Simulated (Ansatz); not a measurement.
**CH₇BOSi₂: up Jacob's ladder to CCSD(T)**

How much do the methods differ for CH₇BOSi₂? The plan is to run it at one geometry with functionals of several rungs and with coupled cluster, and see how far each lands from CCSD(T) at the basis-set limit for the atomisation energy.

Program: Ansatz 0.2.0, Gaussian basis. Level of theory: functionals in def2-TZVPP, the program's frozen cores in correlated methods. These are calculated values, not measurements.

The runs, in order: PBE-D4, r2SCAN-D4, PBE0-D4, B3LYP-D4, ωB97X-V, ωB97M-V, B2PLYP; CCSD(T)/def2-TZVPP; MP2/def2-QZVPP; extrapolation to the limit.

### 1 Structure used throughout

All runs share one geometry, relaxed beforehand with PBE0-D4 in a triple-zeta def2 set.

SMILES `OB[SiH]1C[SiH2]1`, 12 atoms, charge 0, spin multiplicity 1.

Atoms are counted from 1 here; the program's logs count them from 0.

Bond lengths: O1–B2 1.354 Å, O1–H6 0.961 Å, B2–Si3 1.998 Å, B2–H7 1.204 Å, Si3–C4 1.910 Å, Si3–Si5 2.268 Å, Si3–H8 1.484 Å, C4–Si5 1.881 Å, C4–H9 1.088 Å, C4–H10 1.087 Å, Si5–H11 1.482 Å, Si5–H12 1.482 Å. Angles: B2–O1–H6 113.7°, O1–B2–Si3 117.5°, O1–B2–H7 119.9°, Si3–B2–H7 122.5°, B2–Si3–C4 117.8°, B2–Si3–Si5 116.7°, B2–Si3–H8 119.5°, C4–Si3–Si5 52.7°, C4–Si3–H8 115.4°, Si5–Si3–H8 117.4°, Si3–C4–Si5 73.5°, Si3–C4–H9 115.2°, Si3–C4–H10 116.8°, Si5–C4–H9 117.6°, Si5–C4–H10 116.9°, H9–C4–H10 112.0°, Si3–Si5–C4 53.9°, Si3–Si5–H11 121.6° and more.

### 2 PBE-D4 (GGA)

File in.yaml:

```yaml
crystal:
  periodic: [false, false, false]
  atoms:
    - {symbol: O, position_ang: [-0.592701, 1.941277, 1.233167]}
    - {symbol: B, position_ang: [0.134620, 0.903789, 1.710131]}
    - {symbol: Si, position_ang: [0.765808, -0.462150, 0.396090]}
    - {symbol: C, position_ang: [0.532700, -0.085983, -1.462008]}
    - {symbol: Si, position_ang: [-0.796645, -1.333020, -0.997460]}
    - {symbol: H, position_ang: [-0.916680, 2.532539, 1.918300]}
    - {symbol: H, position_ang: [0.333243, 0.803706, 2.893470]}
    - {symbol: H, position_ang: [1.933665, -1.314518, 0.732164]}
    - {symbol: H, position_ang: [0.214672, 0.928424, -1.692253]}
    - {symbol: H, position_ang: [1.316542, -0.428984, -2.133180]}
    - {symbol: H, position_ang: [-0.650708, -2.689073, -1.577135]}
    - {symbol: H, position_ang: [-2.197617, -0.851107, -0.987188]}
basis:
  gaussian: {orbitals: def2-TZVPP}
hamiltonian: {xc: pbe, dispersion: d4}
output: {forces: true, orbitals: {seedname: orbitals}}
```

The run is started by

```bash
$ ansatz run in.yaml --threads 4 --pin off --events-out ev --progress --plain --max-ram 10444MiB
```

The runs that follow: r2SCAN-D4 (meta-GGA); PBE0-D4 (hybrid); B3LYP-D4 (hybrid); ωB97X-V (range-separated); ωB97M-V (range-separated); B2PLYP (double hybrid); CCSD(T) in def2-TZVPP; MP2 in def2-QZVPP.

Before running them: what should the planned runs give, taken together? Wanted: atomisation energy, CCSD(T)/CBS; farthest; mean size of error, hybrid; mean size of error, range-separated; gap, smallest and largest; T1 diagnostic; triples share of the correlation energy.

The runs gave:

```
                               quantity                                value
        atomisation energy, CCSD(T)/CBS                        4199.4 kJ/mol
 functionals within 21.0 kJ/mol (0.5 %)           PBE0-D4, B3LYP-D4, ωB97M-V
                               farthest                PBE-D4 (+62.3 kJ/mol)
             mean size of error, hybrid                           4.6 kJ/mol
    mean size of error, range-separated                          22.4 kJ/mol
              gap, smallest and largest  3.30 eV (PBE-D4), 9.25 eV (ωB97X-V)
                          T1 diagnostic                               0.0149
triples share of the correlation energy                                4.0 %
```

**Reading.** PBE-D4 is off by +62.3 kJ/mol. Double hybrids carry the basis error of their MP2 part in triple zeta, and no dispersion term here, so their miss is partly the set-up's. Misses under about 21.0 kJ/mol are within the doubt on the reference itself, which lacks core-valence correlation, relativity and higher excitations. Hartree-Fock recovers 74 % of the binding; the rest is correlation. The gap grows from 3.3 to 9.3 eV across the functionals, mostly with the share of exact exchange.
